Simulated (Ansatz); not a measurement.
This script drives Ansatz's Python interface.

`field_brgeh2n.py`
```python
import warnings

import ansatz as az
import numpy as np

BASIS = "def2-SVPD"
FUNCTIONAL = "PBE"

GEOMETRY = """
N    -0.78690    0.44670   -0.32140
Ge   -0.35490   -0.79270    0.93060
Br    1.90430   -1.19190    0.77660
H    -0.17870    1.34790   -0.14590
H    -0.53390    0.11640   -1.28130
"""

warnings.simplefilter("ignore", az.DeckWarning)

system = az.Crystal.molecule()
for line in GEOMETRY.strip().splitlines():
    symbol, *xyz = line.split()
    system = system.atom(symbol, [float(v) for v in xyz])

model = (
    system.calculation()
    .basis(gaussian=BASIS)
    .functional(FUNCTIONAL)
    .forces()
)
centre = np.mean([site.position_ang for site in system.cartesian_sites], axis=0)
field = 2 * 14.399645 * 3.0 / 30.0 ** 2


def dipole(axis, sign):
    arm = 30.0 * np.eye(3)[axis]
    pair = [{"charge": sign * 3.0, "position_ang": (centre - arm).tolist()}, {"charge": -sign * 3.0, "position_ang": (centre + arm).tolist()}]
    deck = model.input().set(az.key.basis.gaussian.point_charges, pair)
    return np.array(az.Session.from_dict(deck).plan().execute().report["charge_distribution"]["dipole_moment_e_ang"])


print(f"field {field:.4f} V/A")
alpha = np.array([(dipole(axis, 1) - dipole(axis, -1)) / (2 * field) * 14.399645 for axis in range(3)])
print("polarisability tensor (A^3)")
print(np.array2string(alpha, precision=3, suppress_small=True))
print(f"mean {np.trace(alpha) / 3:.3f} A^3 = {np.trace(alpha) / 3 / 0.14818471:.2f} bohr^3")
```

It is started by `python field_brgeh2n.py`. Estimate its wall time and peak memory on 1 thread of Arm Neoverse N1 (shared host).

It took about 35 s, with a peak of 0.23 GiB, for 6 runs of the engine.

```console
$ python field_brgeh2n.py
field 0.0960 V/A
polarisability tensor (A^3)
[[12.578 -1.234  0.134]
 [-1.217  8.928 -0.862]
 [ 0.123 -0.858  8.662]]
mean 10.056 A^3 = 67.86 bohr^3
```

The geometry is a force-field or estimated start, not a minimum of this method, and the basis set is short of its limit. The field of two point charges is only nearly even.

(Lines on the test bed's own set-up are left out of the output.)
